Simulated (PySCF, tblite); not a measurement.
# C8H11FSi: geometry, infrared bands and NMR shifts

Aim: predict the infrared bands and NMR shifts of C8H11FSi (`C#C[Si@@H]1C[C@H](C2CC2)[C@@H]1F`).

The runs use tblite 0.8.0 and PySCF 2.14.0, with density-fitted response routines of our own; the level of theory stands in each step. All values are computed, except where a source is named. Atoms count from 0, in the outputs and in this text.

## (1) The starting structure

21 atoms, charge 0, multiplicity 1; geometry from: force field or distance geometry start.

Bonds of the start (Å): C0–C1 1.21, C1–Si2 1.84, Si2–C3 1.90, C3–C4 1.58, C4–C5 1.53, C5–C6 1.50, C6–C7 1.50, C4–C8 1.59, C8–F9 1.35, C8–Si2 1.90, C7–C5 1.49, C0–H10 1.06, Si2–H11 1.49, C3–H12 1.08, C3–H13 1.10, C4–H14 1.10, C5–H15 1.08, C6–H16 1.09, C6–H17 1.08, C7–H18 1.09, C7–H19 1.09, C8–H20 1.10.

## (2) Optimising the geometry with GFN2-xTB

What the job is given:

```
{"job": {"kind": "relax", "xc": "GFN2-xTB", "basis": "xTB"}, "charge": 0, "multiplicity": 1}
C      4.733700    -0.306800    -0.352200
C      3.632500    -0.353600     0.144900
Si     1.968800    -0.445800     0.935400
C      0.575100    -1.163300    -0.131600
C     -0.384300    -0.058700     0.451600
C     -1.559000     0.350100    -0.440700
C     -2.804400     0.992900     0.095200
C     -2.849700    -0.397200    -0.465100
C      0.773600     1.008700     0.652600
F      1.071100     1.760700    -0.429600
H      5.686400    -0.254600    -0.805000
H      1.942900    -0.957600     2.331000
H      0.765000    -1.095600    -1.187700
H      0.289400    -2.196400     0.118100
H     -0.811700    -0.356700     1.419700
H     -1.175500     0.725200    -1.372400
H     -2.910600     1.106700     1.174600
H     -3.252300     1.786300    -0.478600
H     -3.337600    -0.538400    -1.424800
H     -2.988500    -1.225200     0.226100
H      0.626300     1.636200     1.548400
```

Started as:

```console
$ OMP_NUM_THREADS=1 python probes_run.py task.json out
```

This one command runs all jobs of the session in turn.

**Question.** This job is followed by: GFN2-xTB harmonic vibrations, gas phase; GIAO PBE0/pcSseg-1 NMR shielding, non-relativistic, gas phase. What will the session give for the following? strongest single infrared mode (GFN2-xTB); zero-point energy (GFN2-xTB); ¹³C shifts against TMS (PBE0/pcSseg-1); ¹H shifts against TMS (PBE0/pcSseg-1); ²⁹Si shifts against TMS (PBE0/pcSseg-1); ¹⁹F shifts against CFCl3 (PBE0/pcSseg-1).

As calculated:

| quantity | value |
| --- | --- |
| strongest single infrared mode (GFN2-xTB) | 2253 cm⁻¹, 355 km/mol |
| zero-point energy (GFN2-xTB) | 101.7 kcal/mol |
| ¹³C shifts against TMS (PBE0/pcSseg-1) | 107.9, 95.7, 85.5, 50.0, 21.9, 16.6, 7.2, 5.2 ppm |
| ¹H shifts against TMS (PBE0/pcSseg-1) | 5.28, 4.94, 2.19, 1.79, 1.77, 1.43, 1.29, 0.62, 0.56, 0.12, 0.07 ppm |
| ²⁹Si shifts against TMS (PBE0/pcSseg-1) | -45.3 ppm |
| ¹⁹F shifts against CFCl3 (PBE0/pcSseg-1) | -261.2 ppm |

What this shows: Over 110 steps the energy fell by 0.354 eV; of the close pairs, C4–C8 changed most, 1.588 to 1.550 Å. All 57 modes are real, so the xTB geometry is a minimum. The strongest single mode, at 2253 cm⁻¹, moves mainly H11. Unscaled tight-binding wavenumbers are off by several per cent, some by more. Its intensities can rank the bands wrongly. H20 (hydrogen on an sp3 CH bonded to F and Si) lies farthest downfield among hydrogen, at 5.28 ppm; its carbon carries F, hence the downfield position. At PBE0/pcSseg-1: The largest span, 285 ppm, is at C1, where the paramagnetic term is -156 ppm.
